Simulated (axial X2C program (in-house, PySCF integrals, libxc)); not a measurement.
# All-electron X2C curves of TeY⁺

Aim: find the lowest determinant of TeY⁺, scan the bond at several levels and fit the constants, once spin-free and once with spin–orbit coupling.

Method: all-electron X2C, Te dyall-cv3z, Y dyall-cv3z; program: an in-house X2C program for linear molecules on PySCF integrals.

All values are calculated.

## (1) Set-up

task.json reads:

```json
{"zs": [52, 39], "q": 1, "bas": ["dyall-cv3z", "dyall-cv3z"], "levels": ["PBE0", "HF", "PBEsol"], "cc": true, "r0": 2.58, "thr": -1.0, "nmax": 90, "npts": 10, "nst": 2, "ntry": 6}
```

Keys: zs atomic numbers; q charge; bas basis sets; levels methods (HF also brings MP2); cc coupled cluster on or off; r0 starting distance in Å; thr threshold in hartree for freezing inner shells (an s shell follows its p shell); nmax most natural virtual spinors; npts points asked for on the curve; nst determinants followed; ntry starts of the search.

On the command line:

```bash
$ python so2c.py task.json out
```

Spin-free means the one-electron spin-free X2C Hamiltonian; two-component (2c) means X2C with spin–orbit coupling and atomic mean-field two-electron Coulomb and Gaunt terms. Basis: Te dyall-cv3z contracted to [11s12p8d4f1g], Y dyall-cv3z contracted to [11s12p9d6f3g]; Gaussian nuclei, density fitting. Masses: Te 129.906 u, Y 88.906 u.

Notation: σ, π±, δ± give the projection m of an orbital's angular momentum (0, ±1, ±2), α and β its spin, Λ and M_S the sums; ω is the projection of a spinor's total angular momentum and Ω the sum. Logs are in hartree.

The results follow Hamiltonian by Hamiltonian and level by level.

## (2) Search for the lowest determinant

Determinants are compared with PBE0 at 2.580 Å.

Spin-free determinants:

```
ΔE (eV)           state                               open shells
   0.00  M_S = 0, Λ = 0                              closed shell
   1.31  M_S = 1, Λ = 1   beyond closed shells: σα, π+α, π+β, π-α
   1.34  M_S = 0, Λ = 1   beyond closed shells: σβ, π+α, π+β, π-α
   1.81  M_S = 1, Λ = 0              beyond closed shells: 2 × σα
   1.91  M_S = 1, Λ = 3  beyond closed shells: π+α, π+β, π-α, δ+α
   1.91  M_S = 1, Λ = 1  beyond closed shells: π+α, π-α, π-β, δ+α
   1.96  M_S = 0, Λ = 1  beyond closed shells: π+α, π-α, π-β, δ+β
```

Two-component determinants:

| ΔE (eV) | state | open shells |
| --- | --- | --- |
| 0.00 | Ω = 0 | closed shell |
| 1.12 | Ω = 2 | excess of +ω over −ω: ω = 1/2, ω = 3/2 |
| 1.15 | Ω = 1 | excess of +ω over −ω: ω = -1/2, ω = 3/2 |
| 1.43 | Ω = 1 | excess of +ω over −ω: 2 × ω = 1/2 |
| 1.72 | Ω = 3 | excess of +ω over −ω: 2 × ω = 3/2 |
| 1.74 | Ω = 4 | excess of +ω over −ω: ω = 3/2, ω = 5/2 |
| 1.80 | Ω = 1 | excess of +ω over −ω: ω = -3/2, ω = 5/2 |

## (3) PBE0, spin-free

State followed: M_S = 0, Λ = 0 (closed shell). The scan is laid around 2.576 Å, a first estimate of the minimum, and this SCF restarts from the orbitals of the search.

Output at 2.576 Å:

```text
spin-free X2C-1e  PBE0
basis functions 285  fitting functions 1366  grid points 5804
iter        total energy     max residual
   1     -10177.948286882     7.53e-01
   2     -10178.003578530     1.79e-03
   3     -10178.003584648     1.01e-03
   4     -10178.003597678     4.95e-04
   5     -10178.003594447     4.57e-04
   6     -10178.003603057     3.55e-05
   7     -10178.003603124     7.28e-06
   8     -10178.003603126     4.53e-07
converged
one-electron -14816.11453466  Coulomb 4508.90627419  exact exchange -70.78260684  xc functional -216.61653386  nuclear repulsion 416.60379804
```

Along the bond, energies from the lowest point:

```tsv
R (Å)	E (eV)	μ (D)	HOMO (eV)	LUMO (eV)	iterations
2.241	1.4037	9.34	-11.13	-7.45	13
2.344	0.5708	9.94	-11.21	-7.49	12
2.421	0.2180	10.36	-11.11	-7.53	12
2.499	0.0409	10.74	-10.92	-7.58	12
2.576	0.0000	11.10	-10.75	-7.63	8
2.666	0.0821	11.48	-10.57	-7.70	12
2.756	0.2657	11.83	-10.41	-7.76	13
2.872	0.6025	12.23	-10.24	-7.84	12
3.014	1.1039	12.64	-10.06	-7.93	14
3.220	1.8999	13.11	-9.86	-8.06	16
```

Dipoles are positive if Y is the positive end and refer to the centre of mass.

Outer orbitals at the reference distance:

```json
{"symmetry": "σα", "occupied": "yes", "ε (eV)": "-19.97", "atomic character": "66% Te s, 11% Y d, 10% Y p"}
{"symmetry": "σα", "occupied": "yes", "ε (eV)": "-11.26", "atomic character": "64% Te p, 15% Y d, 13% Y s"}
{"symmetry": "π-α", "occupied": "yes", "ε (eV)": "-10.75", "atomic character": "56% Te p, 32% Y d, 5% Y f"}
{"symmetry": "π+α", "occupied": "yes", "ε (eV)": "-10.75", "atomic character": "56% Te p, 32% Y d, 5% Y f"}
{"symmetry": "σα", "occupied": "no", "ε (eV)": "-7.63", "atomic character": "60% Y s, 29% Y d, 7% Y p"}
{"symmetry": "δ-α", "occupied": "no", "ε (eV)": "-6.99", "atomic character": "99% Y d"}
{"symmetry": "δ+α", "occupied": "no", "ε (eV)": "-6.99", "atomic character": "99% Y d"}
{"symmetry": "π+α", "occupied": "no", "ε (eV)": "-6.53", "atomic character": "60% Y d, 18% Y p, 14% Te p"}
```

PBE0 fields in the half plane through the axis: z from -2.4 to 4.8 Å across, distance from the axis 0.15 to 2.25 Å upwards; Te lies at z = 0 and Y at z = 2.576 Å; the ELF is damped to zero where the density is low.

log10 density (e/bohr³). Ten even steps from ' ' (-4.43 ) to '@' (1.83 ):
```
    ......::::::::::::::::::::......              
  ....::::::----------------::::::............    
  ..::::--------====------------::::::::::::......
....::----==================--------------::::....
..::::--======++++++++============++====----::::..
..::----==++++++**++++++++==++++****++++==----::::
::::--====++**######**++++++++****##**++++==--::::
::::--====++**%%@@%%**++++++****@@@@##**++==--::::
```

ELF. Ten even steps from '0' (0.00 ) to '9' (0.83 ):
```
0000112334456530000000000
0001345566778740000000000
0013577888899830000000000
0136789888999720000011110
0358998656899522565322210
1479984332478438999742221
2589953797357368228963221
2689845696536372982973221
```

Re = 2.564 Å, ωe = 305 cm⁻¹, ωexe = 0.428 cm⁻¹, Be = 0.04857 cm⁻¹, De = 3.92 eV, μ = 11.05 D.

## (4) HF, spin-free

Output at 2.576 Å:

```text
spin-free X2C-1e  HF
basis functions 285  fitting functions 1366  grid points 5804
iter        total energy     max residual
   1     -10173.734889770     2.69e-01
   2     -10173.769886260     6.62e-03
   3     -10173.770755832     8.92e-03
   4     -10173.773188334     1.24e-03
   5     -10173.773274773     4.85e-04
   6     -10173.773296782     1.65e-04
   7     -10173.773301556     4.49e-05
   8     -10173.773302313     3.00e-05
   9     -10173.773302505     1.17e-05
  10     -10173.773302547     6.55e-06
  11     -10173.773302556     1.67e-06
  12     -10173.773302557     6.05e-07
converged
one-electron -14813.82247028  Coulomb 4506.65982667  exact exchange -283.21445698  xc functional 0.00000000  nuclear repulsion 416.60379804
```

Re = 2.580 Å, ωe = 317 cm⁻¹, ωexe = 0.398 cm⁻¹, Be = 0.048 cm⁻¹, De = 1.33 eV, μ = 13.45 D.

## (5) PBEsol, spin-free

Output at 2.576 Å:

```text
spin-free X2C-1e  PBEsol
basis functions 285  fitting functions 1366  grid points 5804
iter        total energy     max residual
   1     -10172.833354130     4.82e-01
   2     -10172.827600673     1.79e-02
   3     -10172.648497688     6.59e-02
   4     -10172.841194303     5.67e-03
   5     -10172.840254728     5.06e-03
   6     -10172.841430388     2.82e-03
   7     -10172.841718752     3.74e-04
   8     -10172.841718385     2.65e-04
   9     -10172.841721582     1.32e-05
  10     -10172.841721583     7.85e-06
converged
one-electron -14815.54848679  Coulomb 4508.25459661  exact exchange 0.00000000  xc functional -282.15162944  nuclear repulsion 416.60379804
```

Re = 2.571 Å, ωe = 294.3 cm⁻¹, ωexe = 0.455 cm⁻¹, Be = 0.04832 cm⁻¹, De = 4.66 eV, μ = 10.26 D.

## (6) Correlated methods, spin-free

Correlated methods: 8 electrons correlated (frozen shells, counted by type: Te 4 s, 3 p, 2 d; Y 4 s, 3 p, 1 d), 360 virtual spinors in MP2, 90 natural virtuals in coupled cluster.

Output of the correlated part at 2.576 Å:

```text
correlated 8  virtual 360  natural virtual 90  E(MP2) -0.181246389  MP2 remainder -0.004392212
iter   CCSD correlation   residual
   1     -0.173838173   1.86e-01
   2     -0.181024673   1.11e-01
   3     -0.183320703   2.72e-02
   4     -0.183457190   9.08e-03
   5     -0.183482546   3.60e-03
   6     -0.183483996   1.37e-03
   7     -0.183480380   6.30e-04
   8     -0.183485244   2.07e-04
   9     -0.183484964   7.33e-05
  10     -0.183484779   2.38e-05
  11     -0.183484643   6.82e-06
  12     -0.183484545   1.81e-06
  13     -0.183484554   6.93e-07
(T) -0.015543034  T1 0.0409  D1 0.0526  max T2 0.077
```

T1 in the output is the amplitude norm over the root of the electron number; divide by √2 for the Lee–Taylor value.

MP2: Re = 2.629 Å, ωe = 284.3 cm⁻¹, Be = 0.04619 cm⁻¹, De = 3.78 eV.

CCSD: Re = 2.609 Å, ωe = 297.8 cm⁻¹, ωexe = 0.403 cm⁻¹, Be = 0.04691 cm⁻¹, De = 3.43 eV. T1 at Re = 0.030 (Lee–Taylor, the printed value over √2).

CCSD(T): Re = 2.633 Å, ωe = 281.0 cm⁻¹, ωexe = 0.448 cm⁻¹, Be = 0.04607 cm⁻¹, De = 3.79 eV. T1 at Re = 0.031 (Lee–Taylor, the printed value over √2).

## (7) A higher determinant, spin-free

State: M_S = 1, Λ = 1 (beyond closed shells: σα, π+α, π+β, π-α).

Output at the reference distance:

```text
spin-free X2C-1e  PBE0
basis functions 285  fitting functions 1366  grid points 5804
iter        total energy     max residual
   1     -10177.898391194     8.63e-01
   2     -10177.954849061     1.85e-03
   3     -10177.954857000     9.18e-04
   4     -10177.954869600     3.34e-04
   5     -10177.954870623     1.55e-04
   6     -10177.954871357     2.01e-05
   7     -10177.954871374     4.44e-06
   8     -10177.954871375     1.62e-06
converged
one-electron -14813.54302389  Coulomb 4506.34604152  exact exchange -70.78266644  xc functional -216.57902060  nuclear repulsion 416.60379804
```

```tsv
R (Å)	E above the lowest PBE0 point (eV)
2.241	3.733
2.344	2.583
2.421	1.996
2.499	1.590
2.576	1.326
2.666	1.159
2.756	1.106
2.872	1.161
3.014	1.351
```

Re = 2.762 Å, ωe = 229.3 cm⁻¹, ωexe = 0.391 cm⁻¹, Be = 0.04186 cm⁻¹, μ = 8.69 D. Te = 1.11 eV.

## (8) The spin-free curves together

Energy (eV) of the followed determinant, spin-free, from each level's lowest point:

```tsv
R (Å)	PBE0	HF	MP2	CCSD	CCSD(T)	PBEsol
2.241	1.404	1.656	1.885	n/a	n/a	1.387
2.344	0.571	0.708	0.887	0.815	0.903	0.573
2.421	0.218	0.292	0.424	0.368	0.436	0.226
2.499	0.041	0.070	0.146	0.110	0.154	0.048
2.576	0.000	0.000	0.014	0.000	0.018	0.000
2.666	0.082	0.066	0.000	0.016	0.000	0.068
2.756	0.266	0.250	0.099	0.148	0.093	0.232
2.872	0.602	0.605	0.346	0.435	0.324	0.536
3.014	1.104	1.143	0.786	n/a	n/a	0.991
3.220	1.900	1.960	1.732	n/a	n/a	1.710
```

## (9) PBE0, 2c

State followed: Ω = 0 (closed shell). The scan is laid around 2.576 Å, a first estimate of the minimum, and this SCF restarts from the orbitals of the search.

The SCF at the reference distance of 2.576 Å:

```text
two-component X2C + atomic mean field  PBE0
basis functions 285  fitting functions 1366  grid points 5804
iter        total energy     max residual
   1     -10173.816508546     7.56e-01
   2     -10173.873328993     1.79e-03
   3     -10173.873331607     1.09e-03
   4     -10173.873343275     6.19e-04
   5     -10173.873344598     4.20e-04
   6     -10173.873352748     3.40e-05
   7     -10173.873352802     7.26e-06
   8     -10173.873352804     4.58e-07
converged
one-electron -14804.40660566  Coulomb 4506.67955490  exact exchange -70.74351647  xc functional -216.50166211  nuclear repulsion 416.60379804  atomic mean-field constant -5.50492150
```

Along the bond, energies from the lowest point:

```tsv
R (Å)	E (eV)	μ (D)	HOMO (eV)	LUMO (eV)	iterations
2.241	1.4199	9.29	-11.03	-7.44	13
2.344	0.5829	9.88	-11.05	-7.48	12
2.421	0.2266	10.28	-10.92	-7.52	12
2.499	0.0456	10.66	-10.73	-7.57	12
2.576	0.0000	11.00	-10.56	-7.62	8
2.666	0.0756	11.36	-10.39	-7.68	13
2.756	0.2513	11.68	-10.23	-7.74	13
2.872	0.5754	12.03	-10.06	-7.82	14
3.014	1.0562	12.35	-9.88	-7.90	15
3.220	1.8083	12.63	-9.69	-8.01	17
```

Dipoles are positive if Y is the positive end and refer to the centre of mass.

Outer spinors at the reference distance:

| ω | occupied | ε (eV) | atomic character | λ mixture |
| --- | --- | --- | --- | --- |
| 1/2 | yes | -19.97 | 66% Te s, 11% Y d, 10% Y p | 100% σ |
| 1/2 | yes | -11.44 | 66% Te p, 16% Y d, 9% Y s | 74% σ, 26% π |
| 1/2 | yes | -10.80 | 57% Te p, 27% Y d, 4% Y s | 74% π, 26% σ |
| 3/2 | yes | -10.56 | 53% Te p, 35% Y d, 5% Y p | 100% π |
| 1/2 | no | -7.62 | 60% Y s, 29% Y d, 7% Y p | 100% σ |
| 3/2 | no | -7.00 | 99% Y d | 100% δ |
| 5/2 | no | -6.95 | 99% Y d | 100% δ |
| 1/2 | no | -6.56 | 63% Y d, 17% Y p, 12% Te p | 100% π |

PBE0 fields in the half plane through the axis: z from -2.4 to 4.8 Å across, distance from the axis 0.15 to 2.25 Å upwards; Te lies at z = 0 and Y at z = 2.576 Å; the ELF is damped to zero where the density is low.

log10 density (e/bohr³). Ten even steps from '0' (-4.41 ) to '9' (1.83 ):
```
0011122222222221100000000
0112223333333322211111100
0122333344333333222222110
1123344444444433333332211
1223444555544444444433221
1233455565555455665543322
2234456777655556676554322
2234456898655566997654322
```

ELF. Ten even steps from '0' (0.00 ) to '9' (0.83 ):
```
0000112334456530000000000
0001345566778740000000000
0013577888899830000000000
0136789888999720000011110
0358998656899522565322210
1479984332478438999742221
2589953797357368228963221
2689845696536372982973221
```

Re = 2.568 Å, ωe = 302 cm⁻¹, ωexe = 0.45 cm⁻¹, Be = 0.04843 cm⁻¹, De = 3.68 eV, μ = 10.97 D.

## (10) HF, 2c

Output at 2.576 Å:

```text
two-component X2C + atomic mean field  HF
basis functions 285  fitting functions 1366  grid points 5804
iter        total energy     max residual
   1     -10169.602240093     2.68e-01
   2     -10169.637131982     6.78e-03
   3     -10169.638047398     8.82e-03
   4     -10169.640326296     1.41e-03
   5     -10169.640415441     4.89e-04
   6     -10169.640438835     2.02e-04
   7     -10169.640445266     1.06e-04
   8     -10169.640446878     5.44e-05
   9     -10169.640447571     3.41e-05
  10     -10169.640447804     1.66e-05
  11     -10169.640447889     9.85e-06
  12     -10169.640447906     4.36e-06
  13     -10169.640447914     1.66e-06
  14     -10169.640447915     6.59e-07
converged
one-electron -14802.11902602  Coulomb 4504.43713055  exact exchange -283.05742898  xc functional 0.00000000  nuclear repulsion 416.60379804  atomic mean-field constant -5.50492150
```

No constants are quoted: the solution changes its character somewhere along the scan, so the fit is set aside.

## (11) PBEsol, 2c

Output at 2.576 Å:

```text
two-component X2C + atomic mean field  PBEsol
basis functions 285  fitting functions 1366  grid points 5804
iter        total energy     max residual
   1     -10168.706924254     4.82e-01
   2     -10168.702006413     1.74e-02
   3     -10168.529922200     6.54e-02
   4     -10168.714748674     5.75e-03
   5     -10168.713973080     4.88e-03
   6     -10168.715022476     2.66e-03
   7     -10168.715268728     3.45e-04
   8     -10168.715268421     2.49e-04
   9     -10168.715271224     1.24e-05
  10     -10168.715271225     7.28e-06
converged
one-electron -14803.83527258  Coulomb 4506.02250299  exact exchange 0.00000000  xc functional -282.00137817  nuclear repulsion 416.60379804  atomic mean-field constant -5.50492150
```

Re = 2.574 Å, ωe = 291.8 cm⁻¹, ωexe = 0.468 cm⁻¹, Be = 0.04821 cm⁻¹, De = 4.41 eV, μ = 10.19 D.

## (12) Correlated methods, 2c

Correlated methods: 8 electrons correlated (frozen shells, counted by type: Te 4 s, 3 p, 2 d; Y 4 s, 3 p, 1 d), 360 virtual spinors in MP2, 90 natural virtuals in coupled cluster.

Output of the correlated part at 2.576 Å:

```text
correlated 8  virtual 360  natural virtual 90  E(MP2) -0.179870264  MP2 remainder -0.004410562
iter   CCSD correlation   residual
   1     -0.173333245   1.79e-01
   2     -0.180202485   1.04e-01
   3     -0.182497582   2.69e-02
   4     -0.182630539   9.10e-03
   5     -0.182660426   3.72e-03
   6     -0.182663811   1.49e-03
   7     -0.182661853   7.11e-04
   8     -0.182667647   2.44e-04
   9     -0.182667169   9.56e-05
  10     -0.182667216   4.07e-05
  11     -0.182666862   1.95e-05
  12     -0.182666744   8.73e-06
  13     -0.182666763   3.54e-06
(T) -0.015116310  T1 0.0403  D1 0.0580  max T2 0.082
```

MP2: No constants are quoted: the reference changes its character somewhere along the scan, so the fit is set aside.

CCSD: No constants are quoted: the reference changes its character somewhere along the scan, so the fit is set aside.

CCSD(T): No constants are quoted: the reference changes its character somewhere along the scan, so the fit is set aside.

## (13) A higher determinant, 2c

State: Ω = 2 (excess of +ω over −ω: ω = 1/2, ω = 3/2).

Output at the reference distance:

```text
two-component X2C + atomic mean field  PBE0
basis functions 285  fitting functions 1366  grid points 5804
iter        total energy     max residual
   1     -10173.773541004     8.67e-01
   2     -10173.831581917     1.86e-03
   3     -10173.831588829     9.27e-04
   4     -10173.831601605     3.42e-04
   5     -10173.831602776     1.49e-04
   6     -10173.831603489     1.88e-05
   7     -10173.831603506     4.33e-06
   8     -10173.831603507     1.69e-06
converged
one-electron -14801.95183036  Coulomb 4504.23070039  exact exchange -70.74381155  xc functional -216.46553852  nuclear repulsion 416.60379804  atomic mean-field constant -5.50492150
```

```tsv
R (Å)	E above the lowest PBE0 point (eV)
2.241	3.539
2.344	2.392
2.421	1.806
2.499	1.400
2.576	1.136
2.666	0.968
2.756	0.914
2.872	0.965
3.014	1.149
```

Re = 2.765 Å, ωe = 227.4 cm⁻¹, ωexe = 0.403 cm⁻¹, Be = 0.04179 cm⁻¹, μ = 8.67 D. Te = 0.91 eV.

## (14) The 2c curves together

Energy (eV) of the followed determinant, 2c, from each level's lowest point:

```tsv
R (Å)	PBE0	HF (jumps)	MP2 (its reference jumps)	CCSD (its reference jumps)	CCSD(T) (its reference jumps)	PBEsol
2.241	1.420	1.677	1.891	n/a	n/a	1.401
2.344	0.583	0.725	0.891	0.828	0.913	0.583
2.421	0.227	0.304	0.426	0.377	0.444	0.233
2.499	0.046	0.076	0.147	0.115	0.160	0.051
2.576	0.000	0.000	0.014	0.000	0.022	0.000
2.666	0.076	0.056	0.000	0.009	0.000	0.063
2.756	0.251	0.228	0.098	0.130	0.089	0.221
2.872	0.575	0.561	0.342	0.399	0.316	0.517
3.014	1.056	1.058	0.809	n/a	n/a	0.958
3.220	1.808	1.659	2.083	n/a	n/a	1.653
```

The whole job took 3.6 min on 1 thread of Arm Neoverse V1, shared host.

## (15) Results

Lowest determinant that the search found at its distance, spin-free: M_S = 0, Λ = 0 (closed shell).

Lowest determinant that the search found at its distance, 2c: Ω = 0 (closed shell).

```csv
Hamiltonian,level,Re (Å),ωe (cm⁻¹),De (eV),μ (D)
spin-free,PBE0,2.564,305,3.92,11.05
spin-free,HF,2.580,317,1.33,13.45
spin-free,MP2,2.629,284.3,3.78,n/a
spin-free,CCSD,2.609,297.8,3.43,n/a
spin-free,CCSD(T),2.633,281.0,3.79,n/a
spin-free,PBEsol,2.571,294.3,4.66,10.26
2c,PBE0,2.568,302,3.68,10.97
2c,PBEsol,2.574,291.8,4.41,10.19
```

Dipoles are positive if Y is the positive end and refer to the centre of mass. No constants: 2c HF (the solution changes its character somewhere along the scan, so the fit is set aside); 2c MP2 (the reference changes its character somewhere along the scan, so the fit is set aside); 2c CCSD (the reference changes its character somewhere along the scan, so the fit is set aside); 2c CCSD(T) (the reference changes its character somewhere along the scan, so the fit is set aside).

Time per point (s) on 1 thread of Arm Neoverse V1, shared host (2c runs); the times are rough: PBE0 1.3, PBEsol 0.66.

In words: At PBE0, going from spin-free to two-component changes Re by +4 mÅ, ωe by -1.0 %, which is small (part of it comes from the scalar share of the two-electron terms). It costs about 1.6 times the time. De moves by -0.24 eV; both De rest on single-determinant atoms, which can miss part of an open shell's spin–orbit lowering.

De refers to Te + Y+, each in the lowest determinant found, which need not be this curve's own limit. The state is a single determinant with fixed occupations, the lowest that a limited PBE0 search found. Closed shells are restricted here (equal orbitals for both partners), which fails at long range if the bond breaks into open shells. Dissociation energies refer to the lowest single-determinant-based atoms at the same level and basis. Coupled cluster ran in a truncated set of natural virtual spinors; the MP2 energy of the rest was added. With the outer-core shells frozen, correlated bond lengths of heavy atoms tend to come out a few hundredths of an ångström too long. T1 at Re is 0.031 (Lee–Taylor), above the customary mark of 0.02.
